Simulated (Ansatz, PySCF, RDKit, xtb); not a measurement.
# Isomers of C2H8GeSi2, a sample narrowed down, part 2 of 2

A sample of isomers of C2H8GeSi2 is drawn. Aim: find which of them has the lowest free energy at 298.15 K, then its properties. The sample is small against all isomers, and the most stable one of this formula need not be in it.

xtb, Ansatz and PySCF; isolated molecules. Earlier steps stand in the parts before.

## Step 10: c609a at MP2/def2-TZVPP

input.yaml reads:

```yaml
crystal:
  periodic: [false, false, false]
  atoms:
    - symbol: C
      position_ang: [-1.774609, 0.358906, -0.407348]
    - symbol: C
      position_ang: [-0.833246, 0.409141, 0.545153]
    - symbol: Ge
      position_ang: [0.171345, -1.113615, 1.354311]
    - symbol: Si
      position_ang: [-0.131315, 1.931596, 1.452720]
    - symbol: Si
      position_ang: [1.305943, 0.531600, 2.716915]
    - symbol: H
      position_ang: [-2.272251, 1.261426, -0.787954]
    - symbol: H
      position_ang: [-2.104451, -0.583802, -0.863453]
    - symbol: H
      position_ang: [-1.162059, 2.679126, 2.236952]
    - symbol: H
      position_ang: [0.548562, 2.901841, 0.540228]
    - symbol: H
      position_ang: [1.047164, 0.457006, 4.184351]
    - symbol: H
      position_ang: [2.770457, 0.683323, 2.475893]
    - symbol: H
      position_ang: [-0.752385, -2.120943, 2.077727]
    - symbol: H
      position_ang: [1.021258, -1.885243, 0.318125]
basis:
  gaussian: {orbitals: def2-TZVPP}
correlation: {method: mp2, frozen_orbitals: {Si: 5, Ge: 9, C: 1, H: 0}}
```

Started as:

```bash
ansatz run input.yaml --threads 4 --pin off --max-ram 7830MiB --events-out events.jsonl --progress --plain --runs-dir runs
```

Standard output:

```text
Warning: RAYON_NUM_THREADS=4 ignored (pool sized by the plan → 4); use --threads N
Functional definition: HF
  name "HF"
  exchange = exact_x
  correlation = 0
1801 factors; integrals over basis functions are off by at most 1.0e-3 eV
mean field evaluation 1: about -74382.0542 eV, gradient 3.1e1 eV
mean field evaluation 2: about -74382.3414 eV, gradient 3.1e1 eV
mean field evaluation 4: about -74385.7645 eV, gradient 4.6e0 eV
mean field evaluation 8: about -74385.8500 eV, gradient 3.2e-1 eV
mean field -74385.85054629 eV, -2733.6295870357 hartree, gradient 4.9e-6 eV, S^2 0.000000; 0 other end points of the search recorded, 0 dependent functions left out; unrestricted orbitals would lower it
mean field evaluation 16: about -74385.7740 eV, gradient 2.8e0 eV
21 core orbitals not correlated: weight in the atoms' cores, before any rotation towards them, 1.000 or more for the frozen orbitals, at most 0.000 for the correlated occupied ones
reference -74385.85054629 eV, -2733.6295870357 hartree; 19, 19 occupied and 266, 266 virtual orbitals, 1801 factors
second order -22.37090282 eV of doubles, -0.00000000 eV of singles
Total energy: -74408.22144911 eV, -2734.4517025509 hartree
```

Run time: 6.6 s. Hardware: 4 threads of AMD EPYC 7R43 (Zen 3), shared host; peak memory 0.97 GiB.

## Step 11: c395a at CCSD(T)/def2-SVP

input.yaml reads:

```yaml
crystal:
  periodic: [false, false, false]
  atoms:
    - symbol: C
      position_ang: [0.222403, -2.019744, -1.253441]
    - symbol: C
      position_ang: [-0.201014, -1.217287, -0.441220]
    - symbol: Ge
      position_ang: [2.574032, 1.705674, -0.252683]
    - symbol: Si
      position_ang: [-0.768059, 0.068276, 0.742919]
    - symbol: Si
      position_ang: [0.234792, 2.091769, 0.089182]
    - symbol: H
      position_ang: [0.590312, -2.734100, -1.967317]
    - symbol: H
      position_ang: [-2.257544, 0.137841, 0.727867]
    - symbol: H
      position_ang: [-0.317629, -0.301859, 2.115898]
    - symbol: H
      position_ang: [0.029810, 3.131337, 1.143365]
    - symbol: H
      position_ang: [-0.386349, 2.574905, -1.180397]
    - symbol: H
      position_ang: [3.326942, 3.028715, -0.510185]
    - symbol: H
      position_ang: [3.183581, 1.034266, 0.996204]
    - symbol: H
      position_ang: [2.786250, 0.773942, -1.461820]
basis:
  gaussian:
    orbitals: def2-SVP
magnetization:
  spin_polarized: false
  initial_magnetization: 0
correlation:
  method: ccsd_t
  frozen_orbitals: {Si: 5, Ge: 9, C: 1, H: 0}
```

Started as:

```bash
ansatz run input.yaml --threads 4 --pin off --max-ram 7830MiB --events-out events.jsonl --progress --plain --runs-dir runs
```

Standard output (excerpt; [...] marks lines left out):

```text
Warning: RAYON_NUM_THREADS=4 ignored (pool sized by the plan → 4); use --threads N
[... 2 set-up lines as earlier in the session ...]
[...]
1352 factors; integrals over basis functions are off by at most 1.5e-3 eV
[...]
mean field -74370.34368043 eV, -2733.0597202263 hartree, gradient 2.3e-6 eV, S^2 0.000000; 0 other end points of the search recorded, 0 dependent functions left out
21 core orbitals not correlated: weight in the atoms' cores, before any rotation towards them, 1.000 or more for the frozen orbitals, at most 0.000 for the correlated occupied ones
reference -74370.34368043 eV, -2733.0597202263 hartree; 19, 19 occupied and 96, 96 virtual orbitals, 1352 factors
second order -18.62921733 eV of doubles, -0.00000000 eV of singles
cycle   1  -19.36814052 eV  change   -7.4e-1 eV  update   1.2e-1
[...]
cycle   9  -20.26001654 eV  change   -2.3e-5 eV  update   1.4e-5
perturbative correction -0.72377000 eV, -0.0265980568 hartree
Total energy: -74391.32746697 eV, -2733.8308601583 hartree
```

Run time: 11 s. Hardware: 4 threads of AMD EPYC 7R43 (Zen 3), shared host; peak memory 0.86 GiB.

For c609a the log finds that unrestricted Hartree-Fock orbitals lie lower, a sign to watch the closed-shell reference there.

## Step 12: Free energies and the winner

Energies in kcal/mol from c609a; G adds the thermal terms to the CCSD(T)/def2-SVP + MP2/def2-TZVPP - MP2/def2-SVP energy. The columns left of the relaxed level are at the tight-binding geometries.

| label | SMILES | spin | GFN2-xTB | HF/STO-3G | r2SCAN-D4/def2-SVP | B3LYP-D3(BJ)/def2-SVP | HF/def2-SVP | MP2/def2-SVP | CCSD(T)/def2-SVP + MP2/def2-TZVPP - MP2/def2-SVP | G | share at equilibrium | T1 |
| --- | --- | --- | --- | --- | --- | --- | --- | --- | --- | --- | --- | --- |
| c609a | C=[C]1[SiH2][SiH2][GeH2]1 | singlet | 0.0 | 0.0 | 0.0 | 0.0 | 0.0 | 0.0 | 0.0 | 0.0 | 100.0 % | 0.012 |
| c809a | C#C[Si@@H]([SiH3])[GeH3] | singlet | 7.8 | 9.5 | 19.5 | 16.2 | 10.5 | 12.6 | 14.1 | 9.1 | < 0.1 % | 0.012 |
| c395a | C#C[SiH2][SiH2][GeH3] | singlet | 7.4 | 9.3 | 19.2 | 16.1 | 10.2 | 12.5 | 14.0 | 9.3 | < 0.1 % | 0.012 |

Lowest found: c609a, `C=[C]1[SiH2][SiH2][GeH2]1`, a singlet. Bond lengths: C1–C2 1.340 Å, C2–Ge3 1.996 Å, C2–Si4 1.906 Å, Ge3–Si5 2.419 Å, Si4–Si5 2.371 Å, C1–H6 1.099 Å, C1–H7 1.098 Å, Si4–H8 1.495 Å, Si4–H9 1.495 Å, Si5–H10 1.492 Å, Si5–H11 1.492 Å, Ge3–H12 1.546 Å, Ge3–H13 1.546 Å. Some angles: C1–C2–Ge3 127.8°, C1–C2–Si4 128.8°, Ge3–C2–Si4 103.4°, C2–Ge3–Si5 86.9°, C2–Si4–Si5 90.3°, Ge3–Si5–Si4 79.5°, C2–C1–H6 122.2°, C2–C1–H7 122.6°, C2–Ge3–H12 112.7°, C2–Ge3–H13 112.7°.

```xyz
13

C    -1.7746    0.3589   -0.4073
C    -0.8332    0.4091    0.5452
Ge    0.1713   -1.1136    1.3543
Si   -0.1313    1.9316    1.4527
Si    1.3059    0.5316    2.7169
H    -2.2723    1.2614   -0.7880
H    -2.1045   -0.5838   -0.8635
H    -1.1621    2.6791    2.2370
H     0.5486    2.9018    0.5402
H     1.0472    0.4570    4.1844
H     2.7705    0.6833    2.4759
H    -0.7524   -2.1209    2.0777
H     1.0213   -1.8852    0.3181
```

## Step 13: Density, orbitals and dipole (PBE0/def2-SVPD)

input.yaml reads:

```yaml
crystal:
  periodic: [false, false, false]
  atoms:
    - {symbol: C, position_ang: [-1.774609, 0.358906, -0.407348]}
    - {symbol: C, position_ang: [-0.833246, 0.409141, 0.545153]}
    - {symbol: Ge, position_ang: [0.171345, -1.113615, 1.354311]}
    - {symbol: Si, position_ang: [-0.131315, 1.931596, 1.452720]}
    - {symbol: Si, position_ang: [1.305943, 0.531600, 2.716915]}
    - {symbol: H, position_ang: [-2.272251, 1.261426, -0.787954]}
    - {symbol: H, position_ang: [-2.104451, -0.583802, -0.863453]}
    - {symbol: H, position_ang: [-1.162059, 2.679126, 2.236952]}
    - {symbol: H, position_ang: [0.548562, 2.901841, 0.540228]}
    - {symbol: H, position_ang: [1.047164, 0.457006, 4.184351]}
    - {symbol: H, position_ang: [2.770457, 0.683323, 2.475893]}
    - {symbol: H, position_ang: [-0.752385, -2.120943, 2.077727]}
    - {symbol: H, position_ang: [1.021258, -1.885243, 0.318125]}
basis:
  gaussian: {orbitals: def2-SVPD}
hamiltonian: {xc: {name: PBE0}}
output: {forces: true, orbitals: {seedname: orbitals}}
```

Started as:

```bash
ansatz run input.yaml --threads 4 --pin off --max-ram 7830MiB --events-out events.jsonl --progress --plain --runs-dir runs
```

Standard output (excerpt; [...] marks lines left out):

```text
Warning: RAYON_NUM_THREADS=4 ignored (pool sized by the plan → 4); use --threads N
Functional definition: PBE0
  name "PBE0"
[...]
1866 factors; integrals over basis functions are off by at most 1.0e-3 eV
[...]
mean field -74446.87410352 eV, -2735.8721614008 hartree, gradient 4.0e-5 eV, S^2 0.000000; 0 other end points of the search recorded, 0 dependent functions left out
[...]
reference -74446.87414502 eV, -2735.8721629257 hartree; 40, 40 occupied and 150, 150 virtual orbitals, 1866 factors
Total energy: -74446.87414502 eV, -2735.8721629257 hartree
Atom 0 at    -1.774609     0.358906    -0.407348 Å, force    -0.004105     0.002229    -0.003876 eV/Å
Atom 1 at    -0.833246     0.409141     0.545153 Å, force     0.006439    -0.095442    -0.005730 eV/Å
Atom 2 at     0.171345    -1.113615     1.354311 Å, force    -0.027639     0.132676    -0.011356 eV/Å
Atom 3 at    -0.131315     1.931596     1.452720 Å, force     0.045584    -0.128369     0.029488 eV/Å
Atom 4 at     1.305943     0.531600     2.716915 Å, force    -0.093546    -0.033314    -0.099279 eV/Å
Atom 5 at    -2.272251     1.261426    -0.787954 Å, force     0.034883    -0.054221     0.027774 eV/Å
Atom 6 at    -2.104451    -0.583802    -0.863453 Å, force     0.022926     0.057654     0.030800 eV/Å
Atom 7 at    -1.162059     2.679126     2.236952 Å, force    -0.033005     0.012675     0.020336 eV/Å
Atom 8 at     0.548562     2.901841     0.540228 Å, force     0.018537     0.019219    -0.031016 eV/Å
Atom 9 at     1.047164     0.457006     4.184351 Å, force    -0.009201    -0.006667     0.032517 eV/Å
Atom 10 at     2.770457     0.683323     2.475893 Å, force     0.033073    -0.000937    -0.009098 eV/Å
Atom 11 at    -0.752385    -2.120943     2.077727 Å, force     0.041698     0.052360    -0.028806 eV/Å
Atom 12 at     1.021258    -1.885243     0.318125 Å, force    -0.035645     0.042137     0.048247 eV/Å
Dipole moment:    -0.078521    -0.014929    -0.080603 e Å
```

Wall time 4.2 s (4 threads of AMD EPYC 7R43 (Zen 3), shared host); peak memory 0.66 GiB.

## Step 14: Electronic excitations (TD-PBE0/def2-SVPD)

An in-house driver calls PySCF's response routines at TD-PBE0/def2-SVPD; it has no typed input.

Standard output:

```text
coarse grid: 50376 points
cycle   1  E = -2735.8396970852  dE = -4.652e-01  |g| = 4.361e-01  |ddm| = 4.545e+00
cycle   2  E = -2735.8172514582  dE =  2.245e-02  |g| = 5.282e-01  |ddm| = 1.249e+00
cycle   3  E = -2735.8709645746  dE = -5.371e-02  |g| = 6.819e-02  |ddm| = 8.477e-01
cycle   4  E = -2735.8719916675  dE = -1.027e-03  |g| = 3.443e-02  |ddm| = 1.470e-01
cycle   5  E = -2735.8722663459  dE = -2.747e-04  |g| = 9.378e-03  |ddm| = 7.087e-02
cycle   6  E = -2735.8722938200  dE = -2.747e-05  |g| = 1.404e-03  |ddm| = 1.609e-02
cycle   7  E = -2735.8722942430  dE = -4.230e-07  |g| = 2.843e-04  |ddm| = 2.993e-03
final grid: 102288 points
cycle   8  E = -2735.8722596416  dE = -3.796e-08  |g| = 3.481e-04  |ddm| = 6.046e-03
cycle   9  E = -2735.8722596320  dE =  9.567e-09  |g| = 4.471e-04  |ddm| = 1.614e-03
cycle  10  E = -2735.8722596741  dE = -4.215e-08  |g| = 4.215e-05  |ddm| = 7.650e-04
cycle  11  E = -2735.8722596746  dE = -4.675e-10  |g| = 1.557e-05  |ddm| = 8.838e-05
converged SCF energy = -2735.8722596746

Static polarisability (au): isotropic 117.224, principal 88.229 125.994 137.447

Singlet excitations
state   eV       nm        f      main configurations
  1   4.5206    274.3   0.00006   H->L 0.83, H-1->L 0.16
  2   4.8816    254.0   0.00009   H-1->L 0.82, H->L 0.17
  3   5.6969    217.6   0.00991   H-3->L 0.97
  4   5.7651    215.1   0.11456   H-2->L 0.93
  5   5.8056    213.6   0.10239   H->L+1 0.79, H-1->L+1 0.14
  6   6.2748    197.6   0.04155   H-1->L+1 0.77, H->L+1 0.10
  7   6.3216    196.1   0.00179   H-2->L+1 0.96
  8   6.3683    194.7   0.08917   H->L+2 0.72, H->L+3 0.15

Triplet excitations (Tamm-Dancoff, eV): 3.7146 4.2631 4.3935
```

Run time: 11 s. Hardware: 4 threads of AMD EPYC 7R43 (Zen 3), shared host; peak memory 0.85 GiB.

The roots found:

```csv
excited state,energy (eV),strength
1,4.521,0.0001
2,4.882,0.0001
3,5.697,0.0099
4,5.765,0.1146
5,5.806,0.1024
6,6.275,0.0415
7,6.322,0.0018
8,6.368,0.0892
```

## Step 15: NMR shieldings (GIAO PBE0/pcSseg-1)

An in-house driver calls PySCF's response routines at GIAO PBE0/pcSseg-1; it has no typed input.

Standard output:

```text
coarse grid: 50376 points
cycle   1  E = -2736.0574680649  dE = -5.071e-01  |g| = 8.702e-01  |ddm| = 3.455e+00
cycle   2  E = -2736.0230792497  dE =  3.439e-02  |g| = 8.948e-01  |ddm| = 9.700e-01
cycle   3  E = -2736.1120979205  dE = -8.902e-02  |g| = 1.185e-01  |ddm| = 7.057e-01
cycle   4  E = -2736.1145660053  dE = -2.468e-03  |g| = 6.195e-02  |ddm| = 1.668e-01
cycle   5  E = -2736.1154835348  dE = -9.175e-04  |g| = 1.337e-02  |ddm| = 6.472e-02
cycle   6  E = -2736.1155340217  dE = -5.049e-05  |g| = 2.936e-03  |ddm| = 1.607e-02
cycle   7  E = -2736.1155360065  dE = -1.985e-06  |g| = 6.632e-04  |ddm| = 3.366e-03
final grid: 102288 points
cycle   8  E = -2736.1155301187  dE = -8.758e-10  |g| = 8.101e-04  |ddm| = 2.467e-03
cycle   9  E = -2736.1155300678  dE =  5.088e-08  |g| = 1.073e-03  |ddm| = 2.256e-03
cycle  10  E = -2736.1155302641  dE = -1.962e-07  |g| = 6.303e-05  |ddm| = 1.081e-03
cycle  11  E = -2736.1155302654  dE = -1.301e-09  |g| = 6.156e-06  |ddm| = 1.178e-04
cycle  12  E = -2736.1155302654  dE =  3.638e-12  |g| = 3.257e-06  |ddm| = 1.079e-05
converged SCF energy = -2736.1155302654

GIAO shielding tensors (ppm)
atom      isotropic    diamagn.    paramagn.     s11        s22        s33       span
  0 C       26.024     253.221    -227.197    -95.093     27.925    145.238    240.331
  1 C       25.392     264.077    -238.685    -63.685      1.948    137.915    201.600
  2 Ge    1516.283    2757.192   -1240.908   1355.075   1509.868   1683.908    328.833
  3 Si     400.701     879.862    -479.161    315.699    405.653    480.750    165.051
  4 Si     449.001     880.661    -431.661    420.832    451.360    474.811     53.979
  5 H       24.487      29.848      -5.361     20.780     23.592     29.088      8.308
  6 H       24.575      31.238      -6.663     20.527     23.365     29.833      9.306
  7 H       26.236      27.713      -1.477     22.812     24.657     31.240      8.428
  8 H       26.236      28.124      -1.888     22.815     24.656     31.236      8.422
  9 H       27.339      28.650      -1.312     24.241     24.782     32.993      8.752
 10 H       27.339      28.823      -1.484     24.240     24.782     32.995      8.755
 11 H       26.283      28.880      -2.597     20.610     21.550     36.689     16.078
 12 H       26.282      29.262      -2.980     20.613     21.550     36.684     16.071
```

Run time: 8.4 s. Hardware: 4 threads of AMD EPYC 7R43 (Zen 3), shared host; peak memory 1.2 GiB.

Isotropic shieldings (absolute, not shifts):

| atoms | shielding (ppm) |
| --- | --- |
| C1 | 26.0 |
| C2 | 25.4 |
| Ge3 | 1516.3 |
| Si4 | 400.7 |
| Si5 | 449.0 |
| H6 | 24.49 |
| H7 | 24.57 |
| H8 | 26.24 |
| H9 | 26.24 |
| H10 | 27.34 |
| H11 | 27.34 |
| H12 | 26.28 |
| H13 | 26.28 |

## Step 16: The cation at the same geometry (PBE0/def2-SVPD)

Changes to input.yaml since step 13:

```diff
@@ -17,4 +17,9 @@
 basis:
-  gaussian: {orbitals: def2-SVPD}
-hamiltonian: {xc: {name: PBE0}}
-output: {forces: true, orbitals: {seedname: orbitals}}
+  gaussian:
+    orbitals: def2-SVPD
+total_charge: 1
+hamiltonian:
+  xc: {name: PBE0}
+magnetization:
+  spin_polarized: true
+  initial_magnetization: 1
```

Started as:

```bash
ansatz run input.yaml --threads 4 --pin off --max-ram 7830MiB --events-out events.jsonl --progress --plain --runs-dir runs
```

Standard output:

```text
Warning: RAYON_NUM_THREADS=4 ignored (pool sized by the plan → 4); use --threads N
[... 2 set-up lines as earlier in the session ...]
  parameter a = 0.25
  parameter kappa = 0.804
  parameter beta = 0.06672455060314922
  exchange = (1 - a)*pbe_x(kappa = kappa, mu = beta*pi^2/3) + a*exact_x
  correlation = pbe_c(beta = beta)
1784 factors; their error is unknown
mean field evaluation 1: about -74427.5205 eV, gradient 4.3e1 eV
mean field evaluation 2: about -74382.7960 eV, gradient 8.6e1 eV
mean field evaluation 4: about -74437.1562 eV, gradient 7.7e0 eV
mean field evaluation 8: about -74437.5138 eV, gradient 1.6e-1 eV
mean field evaluation 16: about -74437.8114 eV, gradient 1.8e-2 eV
mean field evaluation 32: about -74437.8114 eV, gradient 4.4e-5 eV
mean field evaluation 64: about -74437.4160 eV, gradient 2.6e0 eV
mean field -74437.81144644 eV, -2735.5391148959 hartree, gradient 6.8e-6 eV, S^2 0.755663; 8 other end points of the search recorded, 0 dependent functions left out
reference -74437.81148769 eV, -2735.5391164117 hartree; 40, 39 occupied and 150, 151 virtual orbitals, 1784 factors
Total energy: -74437.81148769 eV, -2735.5391164117 hartree
```

Wall time 16 s (4 threads of AMD EPYC 7R43 (Zen 3), shared host); peak memory 1 GiB.

Difference from the parent: 9.06 eV.

## Step 17: The anion at the same geometry (PBE0/def2-SVPD)

Changes to input.yaml since step 16:

```diff
@@ -17,9 +17,6 @@
 basis:
-  gaussian:
-    orbitals: def2-SVPD
-total_charge: 1
-hamiltonian:
-  xc: {name: PBE0}
-magnetization:
-  spin_polarized: true
-  initial_magnetization: 1
+  gaussian: {orbitals: def2-SVPD}
+total_charge: -1
+magnetization: {spin_polarized: true, initial_magnetization: 1}
+hamiltonian: {xc: {name: PBE0}}
+scf: {lower_state_search: "off"}
```

Started as:

```bash
ansatz run input.yaml --threads 4 --pin off --max-ram 7830MiB --events-out events.jsonl --progress --plain --runs-dir runs
```

Standard output (excerpt; [...] marks lines left out):

```text
Warning: RAYON_NUM_THREADS=4 ignored (pool sized by the plan → 4); use --threads N
[... 2 set-up lines as earlier in the session ...]
[...]
1784 factors; their error is unknown
[...]
mean field -74446.86326544 eV, -2735.8717631086 hartree, gradient 6.7e-6 eV, S^2 0.757457; 0 other end points of the search recorded, 0 dependent functions left out
reference -74446.86331241 eV, -2735.8717648346 hartree; 41, 40 occupied and 149, 150 virtual orbitals, 1784 factors
Total energy: -74446.86331241 eV, -2735.8717648346 hartree
Checks for a lower state left out: stability, starts, cluster_reference, orbital_swaps, neighbouring_geometries, increment
```

It took 4.2 s on 4 threads of AMD EPYC 7R43 (Zen 3), shared host; peak memory 0.8 GiB.

Parent less the species with the added electron: -0.01 eV. The extra electron isn't bound at this geometry, so the number measures the basis, not the molecule.

## Step 18: The triplet at the same geometry (PBE0/def2-SVPD)

Changes to input.yaml since step 17:

```diff
@@ -1 +1,4 @@
+basis:
+  gaussian:
+    orbitals: def2-SVPD
 crystal:
@@ -16,7 +19,6 @@
     - {symbol: H, position_ang: [1.021258, -1.885243, 0.318125]}
-basis:
-  gaussian: {orbitals: def2-SVPD}
-total_charge: -1
-magnetization: {spin_polarized: true, initial_magnetization: 1}
-hamiltonian: {xc: {name: PBE0}}
-scf: {lower_state_search: "off"}
+magnetization:
+  spin_polarized: true
+  initial_magnetization: 2
+hamiltonian:
+  xc: pbe0
```

Started as:

```bash
ansatz run input.yaml --threads 4 --pin off --max-ram 7830MiB --events-out events.jsonl --progress --plain --runs-dir runs
```

Standard output (excerpt; [...] marks lines left out):

```text
Warning: RAYON_NUM_THREADS=4 ignored (pool sized by the plan → 4); use --threads N
[... 7 set-up lines as earlier in the session ...]
1784 factors; their error is unknown
mean field evaluation 1: about -74430.3085 eV, gradient 4.5e1 eV
mean field evaluation 2: about -74292.9469 eV, gradient 1.3e2 eV
mean field evaluation 4: about -74437.0839 eV, gradient 2.6e1 eV
mean field evaluation 8: about -74442.8732 eV, gradient 2.0e0 eV
mean field evaluation 16: about -74443.2080 eV, gradient 1.6e-3 eV
mean field -74443.20804498 eV, -2735.7374362344 hartree, gradient 1.5e-5 eV, S^2 2.008650; 2 other end points of the search recorded, 0 dependent functions left out
reference -74443.20808577 eV, -2735.7374377333 hartree; 41, 39 occupied and 149, 151 virtual orbitals, 1784 factors
Total energy: -74443.20808577 eV, -2735.7374377333 hartree
```

Run time: 7.2 s. Hardware: 4 threads of AMD EPYC 7R43 (Zen 3), shared host; peak memory 0.92 GiB.

It lies 3.67 eV above the singlet.

## Step 19: What came out

The summary covers parts 1 to 2.

| quantity | value |
| --- | --- |
| lowest structure found | C=[C]1[SiH2][SiH2][GeH2]1, singlet |
| next finalist | C#C[Si@@H]([SiH3])[GeH3], singlet, 9.1 kcal/mol higher in G |
| share at equilibrium, among the finalists | 100.0 % |
| funnel | 4 starts, 4 minima at GFN2-xTB, 7 screening runs, 3 relaxed, 3 ranked |
| CPU time of all runs | 12 min |
| dipole moment (PBE0/def2-SVPD) | 0.55 D |
| HOMO energy (PBE0/def2-SVPD) | -7.31 eV |
| LUMO energy (PBE0/def2-SVPD) | -1.50 eV |
| HOMO–LUMO gap (PBE0/def2-SVPD) | 5.81 eV |
| lowest excitation (TD-PBE0/def2-SVPD) | 4.52 eV (f = 0.000) |
| strongest of the states computed, same level | 5.77 eV (f = 0.115) |
| lowest triplet excitation, same level, Tamm-Dancoff | 3.71 eV |
| vertical ionisation energy | 9.06 eV |
| vertical electron affinity | -0.01 eV (unbound: the value depends on the basis) |
| vertical triplet less singlet | +3.67 eV |

What this shows: The lowest structure found is `C=[C]1[SiH2][SiH2][GeH2]1`. The margin of 9.1 kcal/mol over the next finalist is beyond the usual error of the last level; it says nothing of structures that weren't ranked. GFN2-xTB, HF/STO-3G, r2SCAN-D4/def2-SVP, B3LYP-D3(BJ)/def2-SVP, HF/def2-SVP and MP2/def2-SVP already put its bonding pattern lowest among the structures in one piece. The largest share of the time went into the relaxations (32 %). The search is not exhaustive (a finite list of starts, one conformer a finalist), so a lower isomer can't be ruled out. Only 4 drawn patterns were tried, so whole families of isomers are missing, and the result ranks this sample alone. The lowest isomer need not be the one that is made and kept in a bottle, which depends on barriers.
